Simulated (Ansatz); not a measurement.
# C2H2F2Si: basis-set convergence

How large a basis does C2H2F2Si need? Two functionals are run in growing sets.

Method: one geometry, several basis sets; program: Ansatz 0.2.0, Gaussian basis.

Plan: PBE0-D4/def2-SVP; ωB97M-V/def2-SVP; PBE0-D4/def2-QZVPP; ωB97M-V/def2-QZVPP; the functionals' def2-TZVPP values are taken from earlier runs.

## 1. Structure used throughout

An earlier PBE0-D4 in a triple-zeta def2 set relaxation fixed the geometry.

SMILES `FC1=C(F)[SiH2]1`, 7 atoms, charge 0, spin multiplicity 1.

Atoms are counted from 1 here; the program's logs count them from 0.

Bond lengths: F1–C2 1.317 Å, C2–C3 1.324 Å, C2–Si5 1.818 Å, C3–F4 1.317 Å, C3–Si5 1.818 Å, Si5–H6 1.485 Å, Si5–H7 1.485 Å. Angles: F1–C2–C3 138.3°, F1–C2–Si5 153.1°, C3–C2–Si5 68.6°, C2–C3–F4 138.3°, C2–C3–Si5 68.6°, F4–C3–Si5 153.1°, C2–Si5–C3 42.7°, C2–Si5–H6 122.2°, C2–Si5–H7 122.2°, C3–Si5–H6 122.2°, C3–Si5–H7 122.2°, H6–Si5–H7 110.1°.

Coordinates:

```xyz
7

F     0.32447   -1.53761    1.67205
C     0.11534   -0.69726    0.67926
C    -0.48492   -0.69220   -0.50133
F    -1.16677   -1.52501   -1.26097
Si    0.27160    0.92064   -0.13616
H    -0.53352    2.09738    0.27825
H     1.53500    1.36596   -0.77660
```

## 2. PBE0-D4 in def2-SVP

in.yaml reads:

```yaml
crystal:
  periodic: [false, false, false]
  atoms:
    - {symbol: F, position_ang: [0.324470, -1.537610, 1.672047]}
    - {symbol: C, position_ang: [0.115338, -0.697262, 0.679256]}
    - {symbol: C, position_ang: [-0.484917, -0.692197, -0.501334]}
    - {symbol: F, position_ang: [-1.166772, -1.525013, -1.260969]}
    - {symbol: Si, position_ang: [0.271597, 0.920638, -0.136157]}
    - {symbol: H, position_ang: [-0.533516, 2.097381, 0.278251]}
    - {symbol: H, position_ang: [1.535000, 1.365962, -0.776596]}
basis:
  gaussian: {orbitals: def2-SVP}
hamiltonian: {xc: pbe0, dispersion: d4}
output: {orbitals: {seedname: orbitals}}
```

The run is started by

```console
ansatz run in.yaml --threads 2 --pin off --events-out ev --progress --plain --max-ram 4352MiB
```

Further steps of the session: ωB97M-V in def2-SVP; PBE0-D4 in def2-QZVPP; ωB97M-V in def2-QZVPP.

Q: Predict the results of all the runs planned. Wanted: PBE0-D4: double and triple zeta above quadruple; ωB97M-V: double and triple zeta above quadruple.

The runs gave:

| quantity | value |
| --- | --- |
| PBE0-D4: double and triple zeta above quadruple | 12.46, 0.66 eV |
| ωB97M-V: double and triple zeta above quadruple | 12.62, 0.61 eV |

**Reading.** For PBE0-D4 the step from double to triple zeta gains 11.79 eV and the next only 0.66 eV. These are total energies; as a rule much of such shifts cancels in differences, which this series doesn't test. The LUMO of ωB97M-V is positive and keeps falling with the basis (1.68 to 0.87 eV): an unbound level that the basis holds in place.
